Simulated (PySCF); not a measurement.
**C₆H₈BO₂+: electronic excitations**

What electronic excitations should C₆H₈BO₂+ (`OB(O)C1=CC=C[CH+]C1`) show?

Computed with PySCF 2.14.0, with density-fitted response routines of our own, on a single molecule in the gas phase. Atoms are numbered from 0 throughout.

**1. The starting structure**

17 atoms, charge 1, multiplicity 1; geometry from: GFN2-xTB.

Bonds of the start (Å): O0–B1 1.33, B1–O2 1.34, B1–C3 1.61, C3–C4 1.38, C4–C5 1.39, C5–C6 1.40, C6–C7 1.37, C7–C8 1.46, C8–C3 1.46, O0–H9 0.96, O2–H10 0.96, C4–H11 1.08, C5–H12 1.08, C6–H13 1.08, C7–H14 1.08, C8–H15 1.10, C8–H16 1.10.

**2. TDDFT and polarisability: wB97X-D/def2-SVPD**

Job settings and geometry (Å):

```
{"job": {"kind": "uv", "xc": "wB97X-D", "basis": "def2-SVPD", "nstates": 8, "ntriplets": 3}, "charge": 1, "multiplicity": 1}
O     -2.625973     1.192682    -0.207770
B     -1.989177     0.057825     0.083832
O     -2.502483    -1.128333     0.444420
C     -0.385726     0.106097    -0.009163
C      0.284777     1.240819    -0.416947
C      1.675678     1.262179    -0.501789
C      2.449028     0.139188    -0.177967
C      1.833663    -1.009347     0.234796
C      0.384215    -1.086895     0.341854
H     -3.582501     1.244530    -0.172471
H     -3.452121    -1.235061     0.517511
H     -0.287057     2.119962    -0.673203
H      2.171314     2.166369    -0.827546
H      3.524754     0.191487    -0.256612
H      2.412505    -1.885278     0.491621
H     -0.005406    -1.945013    -0.231529
H      0.087513    -1.419182     1.351054
```

With the program's defaults for keys left out, this is: TDDFT wB97X-D/def2-SVPD, vertical, gas phase, core orbitals frozen in the response.

The run is started by

```bash
OMP_NUM_THREADS=1 python probes_run.py task.json out
```

This one command runs all jobs of the session in turn.

Output:

```text
coarse grid: 14736 points
cycle   1  E = -407.9555674853  dE =  2.089e+00  |g| = 8.207e-01  |ddm| = 1.715e+01
cycle   2  E = -407.9635760953  dE = -8.009e-03  |g| = 8.692e-01  |ddm| = 2.903e+00
cycle   3  E = -408.0961466767  dE = -1.326e-01  |g| = 4.915e-02  |ddm| = 1.503e+00
cycle   4  E = -408.0968526868  dE = -7.060e-04  |g| = 1.808e-02  |ddm| = 4.014e-01
cycle   5  E = -408.0969309207  dE = -7.823e-05  |g| = 8.121e-03  |ddm| = 1.164e-01
cycle   6  E = -408.0969486001  dE = -1.768e-05  |g| = 2.057e-03  |ddm| = 3.325e-02
cycle   7  E = -408.0969508813  dE = -2.281e-06  |g| = 1.159e-03  |ddm| = 1.197e-02
final grid: 143848 points
cycle   8  E = -408.1675199572  dE = -1.152e-04  |g| = 5.407e-03  |ddm| = 6.187e-01
cycle   9  E = -408.1675232235  dE = -3.266e-06  |g| = 4.772e-03  |ddm| = 9.067e-02
cycle  10  E = -408.1675274779  dE = -4.254e-06  |g| = 6.968e-04  |ddm| = 1.581e-02
cycle  11  E = -408.1675276331  dE = -1.552e-07  |g| = 3.708e-04  |ddm| = 1.194e-02
cycle  12  E = -408.1675276735  dE = -4.042e-08  |g| = 7.315e-05  |ddm| = 1.675e-03
cycle  13  E = -408.1675276775  dE = -3.948e-09  |g| = 5.416e-05  |ddm| = 4.369e-04
cycle  14  E = -408.1675276788  dE = -1.301e-09  |g| = 1.394e-05  |ddm| = 2.967e-04
cycle  15  E = -408.1675276790  dE = -1.904e-10  |g| = 4.718e-06  |ddm| = 1.437e-04
converged SCF energy = -408.1675276790

Static polarisability (au): isotropic 84.057, principal 50.523 91.636 110.013

Singlet excitations
state   eV       nm        f      main configurations
  1   4.0205    308.4   0.16253   H->L 0.98
  2   4.6393    267.2   0.00056   H-2->L 0.93
  3   5.3371    232.3   0.00371   H-5->L 0.85, H-3->L 0.12
  4   5.5984    221.5   0.00670   H-1->L 0.94
  5   5.8598    211.6   0.06870   H-4->L 0.75, H->L+1 0.19
  6   5.8904    210.5   0.00138   H-3->L 0.78, H-5->L 0.12
  7   6.5650    188.9   0.00005   H-7->L 0.76, H-8->L 0.10, H-2->L+1 0.09
  8   7.0652    175.5   0.51516   H->L+1 0.73, H-4->L 0.18

Triplet excitations (Tamm-Dancoff, eV): 2.3823 4.0668 4.2679
```

Run time: 3.4 min. Hardware: 1 thread, shared host.

The orbitals next to the gap, with their largest atomic shares:

| orbital | eV | atoms |
| --- | --- | --- |
| HOMO−3 | -16.13 | O2 40 %, O0 40 %, B1 6 % |
| HOMO−2 | -16.08 | C3 24 %, B1 14 %, O0 10 % |
| HOMO−1 | -15.70 | O0 42 %, O2 42 %, B1 8 % |
| HOMO | -14.47 | C7 20 %, C4 20 %, C3 20 % |
| LUMO | -6.40 | C5 25 %, C3 19 %, C7 17 % |
| LUMO+1 | -3.74 | C4 19 %, C7 18 %, C6 18 % |
| LUMO+2 | -2.00 | B1 43 %, O2 10 %, O0 8 % |

With each of the 8 states as a Gaussian band of 0.4 eV half-width at 1/e, the curve within the window shown has maxima at 308 nm (ε 6,600), 212 nm (ε 3,100), 175 nm (ε 21,000) L/(mol cm). Beyond the last state computed it falls off for lack of states. The curve at chosen wavelengths:

```tsv
nm	ε (L/mol/cm)
168	11885
176	20708
184	10187
191	2713
199	1532
207	2729
215	2938
222	2090
230	1034
238	429
246	180
253	136
261	291
269	816
277	1877
284	3210
292	4863
300	6125
308	6583
315	6266
323	5302
331	4052
339	2839
346	1956
354	1203
362	700
```

Leading natural transition orbitals of singlet state 8: the hole lies on C3, C4 about 23 % each; C6, C7 about 17 % each; the particle on C3, C4 about 17 % each; C6, C7 about 13 % each; B1 10 %.

Leading natural transition orbitals of singlet state 1: the hole lies on 4 C atoms about 21 % each; the particle on C5 28 %; C3, C7 about 19 % each; H15, H16 about 7 % each.

Further results of this job:

| property | computed |
| --- | --- |
| polarisability (Å³) | 12.46 |
| HOMO–LUMO gap (eV) | 8.07 |
| −ε(HOMO) (eV) | 14.47 |

The fields below are evaluated on a grid from the run's orbitals.

Frontier orbitals at wB97X-D/def2-SVPD, with the share of their density that lies nearest to each atom:

| orbital | energy (eV) | lies on |
| --- | --- | --- |
| HOMO | -14.47 | 4 C atoms about 21 % each |
| LUMO | -6.40 | C3, C5 about 24 % each; C7 18 %; H15, H16 about 6 % each |

ELF in a plane through or near 15 of the atoms.

Values, 10 rows by 14 columns:
```
0.00 0.00 0.00 0.00 0.00 0.00 0.00 0.00 0.00 0.00 0.00 0.00 0.00 0.00
0.00 0.00 0.00 0.00 0.00 0.00 0.00 0.00 0.00 0.00 0.00 0.00 0.00 0.00
0.00 0.00 0.00 0.43 0.99 0.42 0.04 0.10 0.01 0.14 0.11 0.00 0.00 0.00
0.00 0.00 0.00 0.35 0.99 0.77 0.47 0.70 0.02 0.90 0.73 0.77 0.00 0.00
0.00 0.00 0.46 0.39 0.74 0.27 0.47 0.86 0.31 0.81 0.74 0.79 0.01 0.00
0.00 0.00 0.99 1.00 0.50 0.54 0.28 0.31 0.96 0.45 0.32 0.05 0.00 0.00
0.00 0.00 0.10 0.06 0.54 0.89 0.15 0.47 0.03 0.78 0.62 0.97 0.07 0.00
0.00 0.00 0.00 0.38 1.00 0.93 0.44 1.00 0.28 0.67 0.40 0.14 0.00 0.00
0.00 0.00 0.00 0.01 0.81 0.19 0.02 0.76 0.02 0.00 0.00 0.00 0.00 0.00
0.00 0.00 0.00 0.00 0.00 0.00 0.00 0.00 0.00 0.00 0.00 0.00 0.00 0.00
```
The map spans 12.3 Å across and 9.7 Å up, centred on the molecule. Atoms in the plane (x, y in Å): O0 (2.6, -1.3), B1 (2.0, -0.1), O2 (2.5, 1.1), C3 (0.4, -0.1), C4 (-0.3, -1.3), C5 (-1.7, -1.3), C6 (-2.5, -0.1), C7 (-1.8, 1.1), C8 (-0.4, 1.1), H9 (3.6, -1.3), H10 (3.5, 1.2), H11 (0.2, -2.2), H12 (-2.2, -2.3), H13 (-3.5, -0.2), H14 (-2.4, 2.0).

log10 of the density (e/Å³) in the same plane.

Ten even steps from '0' (-4.0) to '9' (2.3):
```
0000000000000000000000000000
0000000000000000000000000000
0000000011100110000000000000
0000001222212221111110000000
0000012344433333223332100000
0000123455544544334443320000
0000123566666665456665431000
0000233567767865457876542000
0001345566766666556766532000
0012456666656666666655431000
0012466687655677667654431000
0012455666666666556765542000
0001234566967965457976642100
0000123466666665456766542000
0000023466555665444544321000
0000013455434554333333210000
0000001233322333211111000000
0000000111111111100000000000
0000000000000000000000000000
0000000000000000000000000000
```
The map spans 12.3 Å across and 9.7 Å up, centred on the molecule. Atoms in the plane (x, y in Å): O0 (2.6, -1.3), B1 (2.0, -0.1), O2 (2.5, 1.1), C3 (0.4, -0.1), C4 (-0.3, -1.3), C5 (-1.7, -1.3), C6 (-2.5, -0.1), C7 (-1.8, 1.1), C8 (-0.4, 1.1), H9 (3.6, -1.3), H10 (3.5, 1.2), H11 (0.2, -2.2), H12 (-2.2, -2.3), H13 (-3.5, -0.2), H14 (-2.4, 2.0).

On the surface of density 0.002 e/bohr³ the electrostatic potential runs, from the 1st to the 99th percentile, from 2.61 V near O0 to 6.10 V near H10.

**3. What came out**

```
                                quantity                        value
      lowest singlet (wB97X-D/def2-SVPD)  4.02 eV (308 nm), f = 0.163
brightest single state of those computed  state 8, 7.07 eV, f = 0.515
                          lowest triplet                      2.38 eV
```

The first singlet state (HOMO→LUMO 0.98) lies at 4.02 eV and is bright; of the 8 states computed, the strongest absorption comes from state 8 at 7.07 eV (the last computed, so partners may be missing). The lowest triplet lies 1.64 eV below the lowest singlet (triplets in Tamm-Dancoff, singlets in full TDDFT). By nearest atom (wB97X-D/def2-SVPD), the HOMO sits on 4 C atoms about 21 % each and the LUMO on C3, C5 about 24 % each; C7 18 %.
